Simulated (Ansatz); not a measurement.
# ScB2Sb3: the cost of one run

Method: DFT PBE, scalar-relativistic, plane waves, PAW, in Ansatz 0.2.0.

### 1 Starting point

Symmetry: R-3m, No. 166, trigonal system. The conventional cell has a = 5.655 Å, b = 5.655 Å, c = 13.974 Å, α = 90.00°, β = 90.00°, γ = 120.00°. Sc (site symmetry -3m) is surrounded by 6 Sb at 2.84 Å and 6 B at 3.32 Å. Around B (site symmetry 3m) lie 9 Sb at 3.30 to 3.37 Å and 3 Sc at 3.32 Å. Sb (site symmetry 2/m) is surrounded by 4 Sb at 2.83 Å and 2 Sc at 2.84 Å and 6 B at 3.30 to 3.37 Å.

As a file:

```
Sc B Sb
1.0
     2.82763    1.63253    4.65816
    -2.82763    1.63253    4.65816
     0.00000   -3.26507    4.65816
Sc B Sb
1 2 3
Direct
  0.00000 0.00000 0.00000
  0.37773 0.37773 0.37773
  0.62227 0.62227 0.62227
  0.00000 0.50000 0.00000
  0.00000 0.00000 0.50000
  0.50000 0.00000 0.00000
```

Recipe of the guess: species swapped into a database cell of Ho2AlFe3 (R-3m, No. 166), with B on the Ho sites, Sc on the Al sites and Sb on the Fe sites. Lengths come from tabulated atomic sizes and are only a guess.

### 2 Probe: one point on a coarse mesh

File input.yaml:

```yaml
crystal:
  lattice:
    - [2.82763335, 1.63253488, 4.65816044]
    - [-2.82763335, 1.63253488, 4.65816044]
    - [0.0, -3.26506975, 4.65816044]
  atoms:
    - { symbol: Sc, position: [0.0, 0.0, 0.0] }
    - { symbol: B, position: [0.37772742, 0.37772742, 0.37772742] }
    - { symbol: B, position: [0.62227258, 0.62227258, 0.62227258] }
    - { symbol: Sb, position: [0.0, 0.5, 0.0] }
    - { symbol: Sb, position: [0.0, 0.0, 0.5] }
    - { symbol: Sb, position: [0.5, 0.0, 0.0] }
basis:
  ecutwfc: 420
kpoints:
  mp_grid: { grid: [6, 6, 6] }
hamiltonian:
  xc: pbe
scf:
  occupations: { method: gaussian, width: 0.1 }
  lower_state_search: "off"
output:
  forces: true
  stress: true
  eigenvalues: true
```

The run is started by

```
> ansatz run input.yaml --threads 1 --pin off --max-ram 2560MiB --backend cpu --events-out ev --progress --plain --runs-dir out
```

Q: Estimate wall time and peak memory on 1 thread of Intel Xeon at 2.70GHz, shared host.

About 8.6 s, with a peak of 0.48 GiB.
